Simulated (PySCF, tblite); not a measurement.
# C2H10GeOSi, a small molecule taken as a stand-in for a surface group (C site with back bonds C[SiH3], [GeH3], O): NMR shifts, core binding energies and electronic excitations

Aim: the NMR shifts, core binding energies and electronic excitations of `O[CH]([GeH3])C[SiH3]`.

Computed with tblite 0.8.0 and PySCF 2.14.0; each step states its level. No surroundings beyond the atoms listed, unless a continuum is named. Atoms count from 0, parts from 1.

## 1. The system as given

15 atoms, charge 0, multiplicity 1; geometry: distance geometry start.

## 2. Geometry optimisation with GFN2-xTB

What the job is given:

```
{"job": {"kind": "relax", "xc": "GFN2-xTB", "basis": "xTB"}, "charge": 0, "multiplicity": 1}
C      0.428594    -0.125776     0.599972
C     -0.591956    -0.188158    -0.515831
Si    -2.265451     0.470747     0.059376
Ge     2.104809    -0.865119    -0.106565
O      0.684427     1.234468     0.772773
H      0.158228    -0.620812     1.534392
H     -0.249287     0.508637    -1.290948
H     -0.707359    -1.151749    -1.002550
H     -3.203562     0.374372    -1.095834
H     -2.808367    -0.206071     1.223428
H     -2.094584     1.921999     0.312313
H      1.821134    -2.258103    -0.667160
H      3.117896    -0.851260     1.079186
H      2.596722     0.141699    -1.191380
H      0.991817     1.580805    -0.126030
```

Level: GFN2-xTB geometry optimisation, gas phase.

Started as:

```bash
$ OMP_NUM_THREADS=1 python cluster_run.py task.json out
```

One launch serves the whole session: the jobs run in the order shown.

**Question.** The jobs that follow are: PBE0-D3(BJ)/def2-SVP geometry optimisation, gas phase; GIAO PBE0/pcSseg-1 NMR shielding, non-relativistic, gas phase; delta-SCF UKS SCAN, pcX-2 on the ionised atom, pcseg-1 elsewhere, spin-free X2C; TDDFT CAM-B3LYP/def2-SVPD, vertical, gas phase, core orbitals frozen in the response. Predict: point group; rotational constants (main isotopes); ¹³C shifts against TMS (PBE0/pcSseg-1); ¹H shifts against TMS (PBE0/pcSseg-1); ²⁹Si shifts against TMS (PBE0/pcSseg-1); ⁷³Ge shifts against GeMe4 (PBE0/pcSseg-1); ¹⁷O shifts against H2O (PBE0/pcSseg-1); C1s binding energies, SCAN/pcX-2; Si2p binding energies, SCAN/pcX-2; O1s binding energies, SCAN/pcX-2; lowest singlet (CAM-B3LYP/def2-SVPD); brightest single state of those computed; lowest triplet; vertical ionisation energy (ΔSCF).

**Answer**, as computed:

| quantity | value |
| --- | --- |
| point group | C1 |
| rotational constants (main isotopes) | 6.65, 0.92, 0.84 GHz |
| ¹³C shifts against TMS (PBE0/pcSseg-1) | 64.0, 20.4 ppm |
| ¹H shifts against TMS (PBE0/pcSseg-1) | 4.10, 4.05, 4.01, 3.94, 3.84, 3.77, 3.46, 1.13, 1.08, -0.38 ppm |
| ²⁹Si shifts against TMS (PBE0/pcSseg-1) | -67.0 ppm |
| ⁷³Ge shifts against GeMe4 (PBE0/pcSseg-1) | -210 ppm |
| ¹⁷O shifts against H2O (PBE0/pcSseg-1) | 65.6 ppm |
| C1s binding energies, SCAN/pcX-2 | C0 291.85, C1 290.38 eV |
| Si2p binding energies, SCAN/pcX-2 | Si2 106.76 eV |
| O1s binding energies, SCAN/pcX-2 | O4 538.70 eV |
| lowest singlet (CAM-B3LYP/def2-SVPD) | 6.38 eV (194 nm), f = 0.000 |
| brightest single state of those computed | state 4, 7.61 eV, f = 0.414 |
| lowest triplet | 6.11 eV |
| vertical ionisation energy (ΔSCF) | 9.44 eV |

The start of the PBE0/def2-SVP relaxation was shaken at random by about 0.01 Å, so part of the energy gained, and of the first lengths quoted, undoes that. The optimisation took 10 steps and gained 0.279 eV; among the close pairs (by a distance rule), Ge3–H12 changed most, from 1.450 to 1.539 Å (PBE0/def2-SVP). Hydrogens of an XH3 group are listed apart at this fixed geometry; free rotation makes them one line at their mean. At PBE0/pcSseg-1: The largest span, 216 ppm, is at Ge3, where the paramagnetic term is -1216 ppm. At SCAN/pcX-2: The C1s levels kept as sound span 1.47 eV, from C1 (carbon bonded to C, Si, 2 H) up to C0 (carbon bonded to C, Ge, O, H). The first singlet state (HOMO→LUMO 0.84) lies at 6.38 eV and is dark; of the 6 states computed, the strongest absorption comes from state 4 at 7.61 eV. The lowest triplet lies 0.27 eV below the lowest singlet (triplets in Tamm-Dancoff, singlets in full TDDFT). The orbital energy would give 8.75 eV for ionisation, ΔSCF gives 9.44 eV. Spin-orbit coupling is left out, which matters for shieldings and couplings at and beside the heavy atoms. A capped cluster stands for the solid here, so long-range fields and strain are missing, and bands or shifts of the capping hydrogens have no counterpart in it.
